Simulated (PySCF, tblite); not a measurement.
**C₅H₆BF₂O radical: geometry, infrared bands and EPR parameters**

Wanted: the infrared bands and EPR parameters of C₅H₆BF₂O radical (`[CH2]BO[C@@]1(F)C(=C)[C@H]1F`), by calculation.

Computed with tblite 0.8.0 and PySCF 2.14.0, with density-fitted response routines of our own, on a single molecule in the gas phase. Atoms are numbered from 0 throughout.

## 1. The molecule as given

15 atoms, charge 0, multiplicity 2; geometry from: force field or distance geometry start.

Bonds of the start (Å): C0–B1 1.61, B1–O2 1.46, O2–C3 1.41, C3–F4 1.36, C3–C5 1.52, C5–C6 1.33, C5–C7 1.47, C7–F8 1.39, C7–C3 1.50, C0–H9 1.10, C0–H10 1.10, B1–H11 1.18, C6–H12 1.09, C6–H13 1.08, C7–H14 1.12.

## 2. Geometry optimisation with GFN2-xTB

The job: settings as JSON, then the geometry in Å.

```
{"job": {"kind": "relax", "xc": "GFN2-xTB", "basis": "xTB"}, "charge": 0, "multiplicity": 2}
C      3.170200    -0.271900     0.003800
B      1.815500     0.599500     0.067700
O      0.583700    -0.016700     0.541400
C     -0.420700    -0.022600    -0.452500
F     -0.183700    -0.702400    -1.611800
C     -1.756000    -0.387600     0.168200
C     -2.389600    -1.398200     0.765700
C     -1.552500     0.962100    -0.378800
F     -1.295500     2.020000     0.483100
H      3.462900    -0.494800    -1.034200
H      3.976900     0.318600     0.469200
H      1.954600     1.754400     0.255100
H     -1.843200    -2.325100     0.910500
H     -3.412300    -1.271200     1.094600
H     -2.114800     1.243900    -1.303900
```

Command:

```sh
$ OMP_NUM_THREADS=1 python probes_run.py task.json out
```

This one command runs all jobs of the session in turn.

**Question.** This job is followed by: GFN2-xTB harmonic vibrations, gas phase; UKS B3LYP, pcH-1 on B C F H O, non-relativistic, mean-field spin-orbit, GIAO. What will the session give for the following? strongest single infrared mode (GFN2-xTB); zero-point energy (GFN2-xTB); g(iso) (B3LYP); ⟨S²⟩; largest a(iso) (averaged by class); potential on the surface of density 0.002 e/bohr³, 1st and 99th percentile.

As calculated:

| quantity | value |
| --- | --- |
| strongest single infrared mode (GFN2-xTB) | 1063 cm⁻¹, 163 km/mol |
| zero-point energy (GFN2-xTB) | 61.4 kcal/mol |
| g(iso) (B3LYP) | 2.00295 |
| ⟨S²⟩ | 0.753 (exact 0.75) |
| largest a(iso) (averaged by class) | 13C on C0, 58.5 MHz |
| potential on the surface of density 0.002 e/bohr³, 1st and 99th percentile | -0.94 V and 1.17 V |

What this shows: The optimisation took 158 steps and gained 1.847 eV; among the close pairs (by a distance rule), C0–B1 changed most, from 1.612 to 1.510 Å. No mode is imaginary among the 39: a minimum at this level. The strongest single mode, at 1063 cm⁻¹, is carried by B1, C3, O2, C0. GFN2-xTB is a fitted tight-binding method: band positions and strengths are rough. Its intensities can rank the bands wrongly. C0 carries the largest spin population, 0.93 e. The isotropic g lies 0.6 ppt above the free-electron value. These values are for one conformer; the search (at its own cheap level) found 2 more, at 0.08, 0.50 kcal/mol, and measured spectra average over such forms.
